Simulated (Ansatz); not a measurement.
# Ca2AlO2: the cost of one run

Computed with Ansatz 0.2.0 (DFT PBE, scalar-relativistic, plane waves, PAW, unless a step's input says otherwise).

## 1. The structure to begin with

Symmetry: P-6m2, No. 187, hexagonal system. The conventional cell has a = 4.258 Å, b = 4.258 Å, c = 5.060 Å, α = 90.00°, β = 90.00°, γ = 120.00°. Ca (site symmetry -6m2) is surrounded by 2 O at 2.03 Å. Around Ca (site symmetry -6m2) lie 3 Ca at 2.46 Å and 3 Al at 2.46 Å. Around Al (site symmetry -6m2) lie 6 Ca at 2.46 Å. O (site symmetry 3m) has 1 O at 0.99 Å as nearest neighbours.

Coordinates:

```
Ca Al O
1.0
     4.25783    0.00000    0.00000
    -2.12892    3.68739    0.00000
     0.00000    0.00000    5.05961
Ca Al O
2 1 2
Direct
  0.00000 0.00000 0.50000
  0.33333 0.66667 0.50000
  0.66667 0.33333 0.50000
  0.00000 0.00000 0.09807
  0.00000 0.00000 0.90193
```

Recipe of the guess: random cell by space group and Wyckoff sites (P-6m2, No. 187). The dimensions are guesses.

## 2. The guess as it stands, on a coarse mesh

input.yaml

```yaml
crystal:
  lattice:
    - [4.25783281, 0.0, 0.0]
    - [-2.1289164, 3.68739138, 0.0]
    - [0.0, 0.0, 5.05960963]
  atoms:
    - { symbol: Ca, position: [0.0, 0.0, 0.5] }
    - { symbol: Ca, position: [0.33333333, 0.66666667, 0.5] }
    - { symbol: Al, position: [0.66666667, 0.33333333, 0.5] }
    - { symbol: O, position: [0.0, 0.0, 0.09806805] }
    - { symbol: O, position: [0.0, 0.0, 0.90193195] }
basis:
  ecutwfc: 420
kpoints:
  mp_grid: { grid: [6, 6, 4] }
hamiltonian:
  xc: pbe
scf:
  occupations: { method: gaussian, width: 0.1 }
  lower_state_search: "off"
output:
  forces: true
  stress: true
  eigenvalues: true
```

Command:

```console
> ansatz run input.yaml --threads 1 --pin off --max-ram 2560MiB --backend cpu --events-out ev --progress --plain --runs-dir out
```

**Question.** How long does this run take on 1 thread of Arm Neoverse V1, shared host, and how much memory does it need?

About 4.7 s, with a peak of 0.33 GiB.
